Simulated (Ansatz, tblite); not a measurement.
# The cluster Sn₃F₄+: a ladder of methods and basis sets

The task here is to estimate one member of a computed series from the others.

The runs use Ansatz 0.2.0, Gaussian basis; as each input shows.

Plan: GFN1-xTB, GFN2-xTB, PBE-D4/def2-TZVP, r2SCAN-D4/def2-TZVP, B2PLYP/def2-TZVP, ωB97M-V/def2-TZVP, HSE06-D4/def2-TZVP, PBE-D4/def2-SVP, PBE0-D4/def2-SVP, CCSD(T)/def2-SVP, MP2/def2-TZVP.

3 further runs of the same task are left out: 3 set aside as unsound or not needed.

## The relaxed structure

The doublet was relaxed beforehand with r2SCAN-D4/def2-SVP. At that level it is the lowest of the isomers that a small search found.

7 atoms, charge 1, spin multiplicity 2.

Bond lengths: Sn1–F5 2.229 Å, Sn1–F7 2.229 Å, Sn2–F4 2.147 Å, Sn2–F6 2.147 Å, Sn2–F7 2.059 Å, Sn3–F4 2.147 Å, Sn3–F5 2.059 Å, Sn3–F6 2.147 Å. Angles: F5–Sn1–F7 77.9°, F4–Sn2–F6 71.3°, F4–Sn2–F7 85.6°, F6–Sn2–F7 85.6°, F4–Sn3–F5 85.6°, F4–Sn3–F6 71.3°, F5–Sn3–F6 85.6°, Sn2–F4–Sn3 108.3°, Sn1–F5–Sn3 150.5°, Sn2–F6–Sn3 108.3°, Sn1–F7–Sn2 150.5°.

Geometry (Å):

```xyz
7
charge 1, multiplicity 2
Sn   -0.7447    2.3952    0.9479
Sn   -1.2818   -1.5993   -0.0282
Sn    1.8833   -0.3353   -0.7355
F     0.7228   -1.4086    0.7177
F     1.0108    1.3567    0.0486
F    -0.0518   -0.7477   -1.5682
F    -1.5387    0.3390    0.6177
```

Sn takes a core potential in the def2 sets. No spin-orbit coupling is included. The ion is computed in the gas phase, without counter-ions or solvent.

PBE0-D4/def2-TZVP was run before; its log isn't repeated, and its numbers join the tables.

Set-up of the first run:

Tight binding, by tblite at 300 K electronic temperature and without a spin-polarisation term:

```python
tblite.interface.Calculator('GFN1-xTB', numbers, positions, charge=1, uhf=1).singlepoint()
```

Tight binding, by tblite at 300 K electronic temperature and without a spin-polarisation term:

```python
tblite.interface.Calculator('GFN2-xTB', numbers, positions, charge=1, uhf=1).singlepoint()
```

start.molden holds the orbitals of an earlier run on this state, given as this run's starting guess.

Contents of in.yaml:

```yaml
crystal:
  periodic: [false, false, false]
  atoms:
    - {symbol: Sn, position_ang: [-0.744690, 2.395250, 0.947927]}
    - {symbol: Sn, position_ang: [-1.281759, -1.599322, -0.028236]}
    - {symbol: Sn, position_ang: [1.883309, -0.335330, -0.735466]}
    - {symbol: F, position_ang: [0.722792, -1.408609, 0.717670]}
    - {symbol: F, position_ang: [1.010845, 1.356748, 0.048624]}
    - {symbol: F, position_ang: [-0.051804, -0.747702, -1.568233]}
    - {symbol: F, position_ang: [-1.538704, 0.338954, 0.617714]}
basis:
  gaussian: {orbitals: def2-TZVP, initial_orbitals: start.molden}
total_charge: 1
magnetization: {spin_polarized: true, initial_magnetization: 1}
hamiltonian: {xc: pbe, dispersion: d4}
scf: {omitted_lower_state_checks: [starts]}
output: {forces: true, orbitals: {seedname: orbitals}}
```

Started as:

```
ansatz run in.yaml --threads 4 --pin off --events-out ev --progress --plain --max-ram 8704MiB
```

Among the steps run: PBE-D4/def2-TZVP; r2SCAN-D4/def2-TZVP; B2PLYP/def2-TZVP; ωB97M-V/def2-TZVP; HSE06-D4/def2-TZVP; PBE-D4/def2-SVP; PBE0-D4/def2-SVP; CCSD(T)/def2-SVP; MP2/def2-TZVP.

One of the session's tables, all rows but one given; the rest of the session is left out.

It belongs to the step «Levels side by side». 

```
              level  HOMO (eV)  LUMO (eV)  gap (eV)
    PBE-D4/def2-SVP      -7.38      -6.92      0.47
   PBE-D4/def2-TZVP      -7.42      -7.03      0.38
r2SCAN-D4/def2-TZVP      -7.65      -6.91      0.73
   PBE0-D4/def2-SVP      -8.21      -6.21      2.00
  PBE0-D4/def2-TZVP      -8.25      -6.33      1.93
 HSE06-D4/def2-TZVP      -7.87      -6.69      1.18
  ωB97M-V/def2-TZVP          ?          ?         ?
```

Estimate the missing values for ωB97M-V/def2-TZVP.

**Answer.** HOMO (eV): -10.16; LUMO (eV): -4.55; gap (eV): 5.61. In the column «HOMO (eV)» it is the lowest.
